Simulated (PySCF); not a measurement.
**[La3]−: other functionals and bases at one geometry**

How far do other levels of theory move the description of [La3]−, and what does each cost? It is a constructed species; whether it can be made isn't addressed.

Program: PySCF 2.14.0. Level of theory: several levels, as the steps say, no spin–orbit coupling. These are calculated values, not measurements.

1 further run of the same task is left out (for a known fault of the program).

### 1 The system as given

3 atoms, charge -1, spin multiplicity 3.

Bond lengths: La1–La2 3.202 Å, La1–La3 3.479 Å, La2–La3 3.166 Å. Angles: La2–La1–La3 56.4°, La1–La2–La3 66.2°, La1–La3–La2 57.4°.

Geometry (Å):

```xyz
3
La3
La    1.96130    0.09271    0.00000
La   -0.89815    1.53458    0.00000
La   -1.06314   -1.62729    0.00000
```

An earlier session relaxed this geometry at r2SCAN, La def2-SVP with ECP46 (triplet, point group Cs).

At r2SCAN on the finer grid: E = -94.648217 Eh, HOMO 0.31 eV, LUMO 0.89 eV (over both spins), ⟨S²⟩ = 3.506, Mulliken charge on La1 -0.43 e, largest force component 0.009 eV/Å. The state is spin-contaminated. The highest filled level lies above zero; it isn't the detachment energy.

Levels to run: wB97X; TPSS; HF; PBE0; r2SCAN, TZVP. Hardware: 2 threads of Arm Neoverse V2, shared host.

### 2 wB97X

Contents of run.py (the lines that set the calculation):

```python
mol = gto.M(atom='''
La     1.96130     0.09271     0.00000
La    -0.89815     1.53458     0.00000
La    -1.06314    -1.62729     0.00000''',
    basis={'La': 'def2-SVP'},
    ecp={'La': 'def2-SVP'},
    charge=-1, spin=2)
mf = dft.UKS(mol, xc='WB97X')
mf.grids.atom_grid = (75, 302)  # f atoms: unpruned, at least (60, 302)
mf = mf.density_fit()  # fitting sets: La def2-universal-JKFIT
mf.conv_tol = 1e-08; mf.max_cycle = 55
mf.kernel(dm0)  # dm0: the density of the relaxed state
```

Command:

```sh
$ OMP_NUM_THREADS=2 python run.py
```

### 3 TPSS

Edit run.py (the lines that set the calculation) of step 2 so:

```diff
@@ -7,3 +7,3 @@
     charge=-1, spin=2)
-mf = dft.UKS(mol, xc='WB97X')
+mf = dft.UKS(mol, xc='TPSS')
 mf.grids.atom_grid = (75, 302)  # f atoms: unpruned, at least (60, 302)
```

### 4 HF

Edit run.py (the lines that set the calculation) of step 3 so:

```diff
@@ -7,4 +7,3 @@
     charge=-1, spin=2)
-mf = dft.UKS(mol, xc='TPSS')
-mf.grids.atom_grid = (75, 302)  # f atoms: unpruned, at least (60, 302)
+mf = scf.UHF(mol)
 mf = mf.density_fit()  # fitting sets: La def2-universal-JKFIT
```

### 5 PBE0

Edit run.py (the lines that set the calculation) of step 4 so:

```diff
@@ -7,3 +7,4 @@
     charge=-1, spin=2)
-mf = scf.UHF(mol)
+mf = dft.UKS(mol, xc='PBE0')
+mf.grids.atom_grid = (75, 302)  # f atoms: unpruned, at least (60, 302)
 mf = mf.density_fit()  # fitting sets: La def2-universal-JKFIT
```

### 6 r2SCAN, TZVP

Basis: La def2-TZVP with ECP46. 

Contents of run.py (the lines that set the calculation):

```python
mol = gto.M(atom='''
La     1.96130     0.09271     0.00000
La    -0.89815     1.53458     0.00000
La    -1.06314    -1.62729     0.00000''',
    basis={'La': 'def2-TZVP'},
    ecp={'La': 'def2-TZVP'},
    charge=-1, spin=2)
mf = dft.UKS(mol, xc='R2SCAN')
mf.grids.atom_grid = (75, 302)  # f atoms: unpruned, at least (60, 302)
mf = mf.density_fit()  # fitting sets: La def2-universal-JKFIT
mf.conv_tol = 1e-08; mf.max_cycle = 55
mf.kernel(dm0)  # dm0: free metal ions and neutral atoms
```

Before running it: what results should come out? Wanted: for each run, HOMO; gap; charge on La1; dipole; largest force.

As calculated:

| level | state | HOMO (eV) | gap (eV) | charge on La1 (e) | dipole (D) | largest force (eV/Å) | basis functions | time |
| --- | --- | --- | --- | --- | --- | --- | --- | --- |
| r2SCAN (relaxed here) | triplet | 0.31 | 0.57 | -0.43 | 2.18 | 0.01 | 96 | 72 s |
| wB97X | triplet | -1.00 | 2.61 | -0.32 | 1.05 | 0.39 | 96 | 21 s |
| TPSS | triplet | 0.48 | 0.32 | -0.33 | 1.39 | 0.41 | 96 | 38 s |
| HF | triplet | -1.27 | 4.16 | 0.08 | 3.80 | 1.61 | 96 | 19 s |
| PBE0 | triplet | 0.02 | 1.29 | -0.33 | 1.67 | 0.16 | 96 | 12 s |
| r2SCAN, TZVP | triplet | 0.33 | 0.52 | -0.38 | 1.15 | 0.22 | 120 | 42 s |

Times are on 2 threads of Arm Neoverse V2, shared host; the first row also made further properties. The dipole of a charged species depends on the origin, so these sizes hold for this origin alone.

In one basis the HOMO–LUMO gap runs from 0.32 eV (TPSS) to 4.16 eV (HF). The largest leftover force, 1.61 eV/Å with HF, stands at a geometry relaxed at another level. The Mulliken charge on La spans -0.43 to +0.08 e over the levels. Total energies of different levels can't be compared. Spin–orbit coupling is left out throughout.
